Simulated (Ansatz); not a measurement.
# Hf4C: further runs on a relaxed guess

The task, for Hf4C: see whether it has a gap, which orbitals make up the states near it and how charge is shared.

Computed with Ansatz 0.2.0 (DFT PBE, scalar-relativistic, plane waves, PAW, unless a step's input says otherwise).

## Step 1: The starting structure

Symmetry: I4/m, No. 87, tetragonal system. The conventional cell has a = 6.141 Å, b = 6.141 Å, c = 5.354 Å, α = 90.00°, β = 90.00°, γ = 90.00°. Hf (site symmetry m) has 1 C at 2.22 Å in its first shell of neighbours. C (site symmetry 4/m) is surrounded by 4 Hf at 2.22 Å.

Coordinates:

```
Hf C
1.0
    -3.07066    3.07066    2.67696
     3.07066   -3.07066    2.67696
     3.07066    3.07066   -2.67696
Hf C
4 1
Cartesian
  0.9683 2.0003 0.0000
  4.1410 0.9683 0.0000
  2.1024 1.0703 2.6770
  -1.0703 2.1024 2.6770
  0.0000 0.0000 0.0000
```

The cell was relaxed beforehand at this level, from a database cell with other species swapped in; it is a trial structure. At a tolerance of 0.05 Å it has space group I4/m (No. 87); it has 20.19 Å³/atom, an uncorrected energy of +0.24 eV/atom over the elements.

## Step 2: Bands, states and charges

The input, input.yaml:

```yaml
crystal:
  lattice:
    - [-3.0706637544, 3.0706637544, 2.67695876]
    - [3.0706637544, -3.0706637544, 2.67695876]
    - [3.0706637544, 3.0706637544, -2.67695876]
  atoms:
    - { symbol: Hf, position: [0.3257175213, 0.1576675937, 0.4833851149] }
    - { symbol: Hf, position: [0.1576675937, 0.6742824787, 0.8319500724] }
    - { symbol: Hf, position: [0.6742824787, 0.8423324063, 0.5166148851] }
    - { symbol: Hf, position: [0.8423324063, 0.3257175213, 0.1680499276] }
    - { symbol: C, position: [0.0, 0.0, 0.0] }
basis:
  ecutwfc: 420
kpoints:
  mp_grid: { grid: [10, 10, 10] }
  band_path:
    path:
      - [[0.0, 0.0, 0.0], [0.0, 0.0, 0.5], [-0.5, 0.5, 0.5], [0.0, 0.0, 0.0], [0.44000229, 0.44000229, -0.44000229]]
      - [[-0.44000229, 0.55999771, 0.44000229], [-0.5, 0.5, 0.5]]
      - [[0.0, 0.0, 0.5], [0.25, 0.25, 0.25], [0.0, 0.5, 0.0], [0.0, 0.0, 0.0]]
    npoints: 14
hamiltonian:
  xc: pbe
scf:
  occupations: { method: gaussian, width: 0.1 }
  n_extra_bands: 12
output:
  forces: true
  stress: true
  eigenvalues: true
  populations: true
  dos: { projected: true, de: 0.02, nscf_kmesh: { grid: [12, 12, 12] } }
  bader: true
  write_density: true
  write_potential: true
  elf: true
  volumetric_format: npy
```

Command:

```console
> ansatz run input.yaml --threads 1 --pin off --max-ram 2560MiB --backend cpu --events-out ev --progress --plain --runs-dir out
```

**Question.** What will these runs give? Wanted: gap; states at the Fermi level; Bader charges.

**Answer**, as computed:

```
                 quantity                 value
                      gap          none (metal)
states at the Fermi level  3.64 per eV per cell
            Bader charges   Hf +0.45, C -1.79 e
```

**Reading.** There is no gap at this level. Of the projected weight within 0.25 eV of the Fermi level, the largest part is Hf 5d (89 %). Bader charges go up to 1.8 e. Spin-orbit coupling is left out, which matters for the bands of Hf.
